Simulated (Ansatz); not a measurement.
# AlClH4OSSi: small, medium and large basis sets

An exercise on one series of results from a longer session: the logs are not shown, and one member is left open.

The runs use Ansatz 0.2.0, Gaussian basis; one geometry, several basis sets.

The runs, in order: PBE0-D4/def2-SVP; ωB97M-V/def2-SVP; PBE0-D4/def2-QZVPP; ωB97M-V/def2-QZVPP; the functionals' def2-TZVPP values are taken from earlier runs.

## The geometry

An earlier PBE0-D4 in a triple-zeta def2 set relaxation fixed the geometry.

SMILES `[SiH3][O][Al]([SH])[Cl]`, 9 atoms, charge 0, spin multiplicity 1.

Atoms are counted from 1 here; the program's logs count them from 0.

Bond lengths: Si1–O2 1.629 Å, Si1–H6 1.486 Å, Si1–H7 1.486 Å, Si1–H8 1.486 Å, O2–Al3 1.668 Å, Al3–S4 2.161 Å, Al3–Cl5 2.081 Å, S4–H9 1.345 Å. Angles: O2–Si1–H6 110.2°, O2–Si1–H7 109.3°, O2–Si1–H8 109.9°, H6–Si1–H7 109.1°, H6–Si1–H8 109.2°, H7–Si1–H8 109.1°, Si1–O2–Al3 165.9°, O2–Al3–S4 120.9°, O2–Al3–Cl5 120.6°, S4–Al3–Cl5 118.4°, Al3–S4–H9 92.0°.

The first run:

File in.yaml:

```yaml
crystal:
  periodic: [false, false, false]
  atoms:
    - {symbol: Si, position_ang: [-1.749216, -0.032585, 0.068496]}
    - {symbol: O, position_ang: [-0.122769, 0.037633, -0.000707]}
    - {symbol: Al, position_ang: [1.474860, 0.512683, -0.068778]}
    - {symbol: S, position_ang: [3.066885, -0.947539, -0.108119]}
    - {symbol: Cl, position_ang: [1.979671, 2.531337, -0.117370]}
    - {symbol: H, position_ang: [-2.344868, 0.812917, -0.998549]}
    - {symbol: H, position_ang: [-2.188356, -1.438913, -0.123777]}
    - {symbol: H, position_ang: [-2.220858, 0.447499, 1.393365]}
    - {symbol: H, position_ang: [2.193151, -1.969334, -0.061661]}
basis:
  gaussian: {orbitals: def2-SVP}
hamiltonian: {xc: pbe0, dispersion: d4}
output: {orbitals: {seedname: orbitals}}
```

Steps of the session up to this table: PBE0-D4 in def2-SVP; ωB97M-V in def2-SVP; PBE0-D4 in def2-QZVPP; ωB97M-V in def2-QZVPP.

One table of the session follows, with a row left open; its other results are not shown here.

It belongs to the step «Functionals by basis». 

```
functional       basis  HOMO (eV)
   PBE0-D4    def2-SVP      -7.92
   PBE0-D4  def2-TZVPP      -8.07
   PBE0-D4  def2-QZVPP      -8.09
   ωB97M-V    def2-SVP          ?
   ωB97M-V  def2-TZVPP     -10.25
   ωB97M-V  def2-QZVPP     -10.29
```

Q: Estimate the row for ωB97M-V, def2-SVP from the others.

As computed: HOMO (eV): -10.06. In the column «HOMO (eV)» it lies between ωB97M-V, def2-TZVPP (-10.25) and PBE0-D4, def2-QZVPP (-8.09).
